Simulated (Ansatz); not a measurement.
Run this with Ansatz 0.2.0 through its Python package and show what comes out.

`ch6fgen_opt.py`:
```python
"""Relax the CH6FGeN molecule."""

import ansatz
from ase import Atoms
import numpy as np

atoms = Atoms(["C", "N", "Ge", "F", "H", "H", "H", "H", "H", "H"], positions=[
    [0.0981, 1.071, -0.7801],
    [-0.2621, -0.3133, -0.7996],
    [0.1471, -1.0293, 0.8577],
    [-0.142, -2.7307, 0.8882],
    [-0.2205, 1.5475, -1.7924],
    [-0.5262, 1.6583, -0.0001],
    [1.1651, 1.275, -0.6302],
    [-1.2546, -0.3953, -0.9163],
    [1.7012, -0.8329, 1.174],
    [-0.623, -0.3015, 2.0018],
])
mol = ansatz.Crystal.molecule_from_ase(atoms)

setup = mol.calculation().basis(gaussian="def2-SVP").functional("pbe0")
symbols = [site.symbol for site in mol.cartesian_sites]
start = np.array([site.position_ang for site in mol.cartesian_sites], dtype=float)
r = setup.relax(force_tolerance=0.005, max_steps=100).run(threads=1).report
end = np.array(r["positions_ang"])

print(f"E = {r['free_energy_ev']:.6f} eV = {r['free_energy_ev'] / 27.211386246:.7f} Ha")
print("converged:", r["converged"], " doubts:", r["published_state_doubts"] or "none")

print("final positions (A) and the move of each atom")
for symbol, xyz, old in zip(symbols, end, start):
    print(f"{symbol:2s} {xyz[0]:10.5f} {xyz[1]:10.5f} {xyz[2]:10.5f}   {np.linalg.norm(xyz - old):7.4f}")
with open("ch6fgen_opt.xyz", "w") as handle:
    handle.write(f"{len(symbols)}\nrelaxed CH6FGeN\n")
    handle.writelines(f"{s:2s} {x:11.6f} {y:11.6f} {z:11.6f}\n" for s, (x, y, z) in zip(symbols, end))
```

```console
$ python ch6fgen_opt.py
E = -61836.944826 eV = -2272.4658078 Ha
converged: True  doubts: none
final positions (A) and the move of each atom
C     0.10267    1.06133   -0.95210    0.1723
N    -0.61038    0.29906    0.04691    1.1013
Ge    0.13851   -1.01636    1.02729    0.1703
F     0.44888   -2.45156    0.06547    1.0507
H     0.09581    0.60473   -1.95972    1.0084
H    -0.30929    2.08085   -1.04220    1.1452
H     1.15758    1.17160   -0.65470    0.1065
H    -1.60419    0.20882   -0.13630    1.0467
H     1.51983   -0.55251    1.50248    0.4684
H    -0.85632   -1.45717    2.10586    1.1836
```

`ch6fgen_opt.xyz`, as written:
```text
10
relaxed CH6FGeN
C     0.102668    1.061334   -0.952099
N    -0.610377    0.299058    0.046912
Ge    0.138512   -1.016355    1.027294
F     0.448880   -2.451560    0.065470
H     0.095808    0.604733   -1.959715
H    -0.309294    2.080853   -1.042205
H     1.157577    1.171601   -0.654697
H    -1.604185    0.208815   -0.136298
H     1.519827   -0.552509    1.502478
H    -0.856316   -1.457168    2.105859
```

What to keep in mind:
- The settings weren't tested for convergence.
- The end point is the stationary point reached from this start; no frequency run checks that it is a minimum, and the basis set is modest.
- Hardware and time: 81 s on 1 thread of Intel(R) Xeon(R) 6975P-C (Granite Rapids), on a shared host, peak memory 0.31 GiB.

(Lines on the test bed's own set-up are left out of the output.)
